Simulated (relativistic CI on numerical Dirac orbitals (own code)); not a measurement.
# F IV (F³⁺): levels and lines

The task is the spectrum of F³⁺: levels, purity of their labels, lifetimes and lines; runs with one setting changed show what the result hangs on. Configuration energies are shifted onto measured levels.

The numbers are computed with relativistic CI on numerical Dirac orbitals (own code) version 4 (Dirac-Coulomb-Breit CI, KLI orbitals optimised for each configuration, model QED (radiative potential, 1s self-energy scaled to tabulated hydrogen-like ionisation energies), valence Slater integrals scaled by 0.85, configuration energies shifted to the measured levels that pair with them (semi-empirical)), except any that are marked as measured or tabulated.

**1. The atom as given**

```
ion                       : F³⁺ (F IV)
nuclear charge            : 9
electrons                 : 6
isotope                   : A = 19
first configuration typed : [He] 2s2 2p2
```

Outer shells as boxes (Hund's rule):

first configuration typed
```
[He] core
2s [↑↓]
2p [↑ ][↑ ][  ]
```

**2. CI with the chosen configurations**

Settings, as recorded:

```ini
atom F  Z=9  charge=3  electrons=6
nucleus A=19  rms_radius_fm=2.8976
hamiltonian dirac-coulomb  breit=on  qed=on  c_scale=1
orbitals kli  potential=per-configuration
slater_scale 0.85
correlation fit
mixing on
configurations
  [He] 2s2 2p2
  [He] 2s 2p3
  [He] 2p4
  [He] 2s2 2p 3s
  [He] 2s2 2p 3p
  [He] 2s2 2p 3d
  [He] 2s 2p2 3p
  [He] 2s2 2p 4s
  [He] 2s 2p2 3s
  [He] 2s 2p2 3d
  [He] 2s2 2p 4d
  [He] 2p3 3s
  [He] 2p3 3p
  [He] 2s2 2p 4p
  [He] 2s2 2p 4f
  [He] 2p3 3d
  [He] 2s2 3s2
  [He] 2s2 3s 3p
  [He] 2s2 3s 3d
  [He] 2s2 3p2
  [He] 2s2 3p 3d
  [He] 2s 2p2 4s
  [He] 2s2 3d2
  [He] 2s 2p 3s2
  [He] 2s 2p2 4p
  [He] 2s 2p2 4d
  [He] 2s 2p2 4f
  [He] 2s 2p 3s 3p
  [He] 2s 2p 3s 3d
  [He] 2s 2p 3p2
end
```

Command:

```
$ python run_levels.py task.json out
```

The settings of every run stand in task.json; they run in order.

**4. Slater integrals scaled by 0.75**

Changes to the settings of step 2:

```diff
@@ -4,3 +4,3 @@
 orbitals kli  potential=per-configuration
-slater_scale 0.85
+slater_scale 0.75
 correlation fit
```

**5. Slater integrals scaled by 1**

Changes to the settings of step 4:

```diff
@@ -4,3 +4,3 @@
 orbitals kli  potential=per-configuration
-slater_scale 0.75
+slater_scale 1
 correlation fit
```

(Steps that only read results are left out.)

Q: Predict the outcome of this session. Wanted: lowest level; first excitation; lowest level of the other parity; fastest E1 line; mean error of paired levels.

**Answer**, as computed:

| run | time | mean size of shift, levels followed (cm⁻¹) | lowest level | mean error to measured (cm⁻¹) |
| --- | --- | --- | --- | --- |
| main run | 1.4 s | 0 | 2p2 3P0 | 656 |
| Slater integrals scaled by 0.75 | 1.8 s | 2725 | 2p2 3P0 | - |
| Slater integrals scaled by 1 | 2.2 s | 4031 | 2p2 3P0 | 467 |

| quantity | value |
| --- | --- |
| lowest level | 2p2 3P0 |
| first excitation | 2p2 3P1, 224.3 cm⁻¹ |
| lowest level of the other parity | 2s 2p3 5S°2, 77468 cm⁻¹ |
| levels in the model | 611 |
| fastest E1 line (by rate) to the lowest level among the lowest 259 of 611 levels | 20.10 nm, from 2p 3d 3D°1 |
| mean error of paired levels | 656 cm⁻¹ over 48 |

What this shows: 2p2 3P0 comes out lowest; its LS label holds 98 % and its jj label 67 %; over the low levels the means are 99 and 67 %, so LS coupling describes them better. Of the changes tried, the run «Slater integrals scaled by 1» moves the low levels most, by 4031 cm⁻¹ on average. The run «Slater integrals scaled by 1» comes nearer the measured levels than the main run (467 against 656 cm⁻¹). The configurations are shifted onto measured levels, so the match to them is no test; configurations with no paired level borrow a shift and can be far off. Lifetimes count radiative decay inside the model alone.
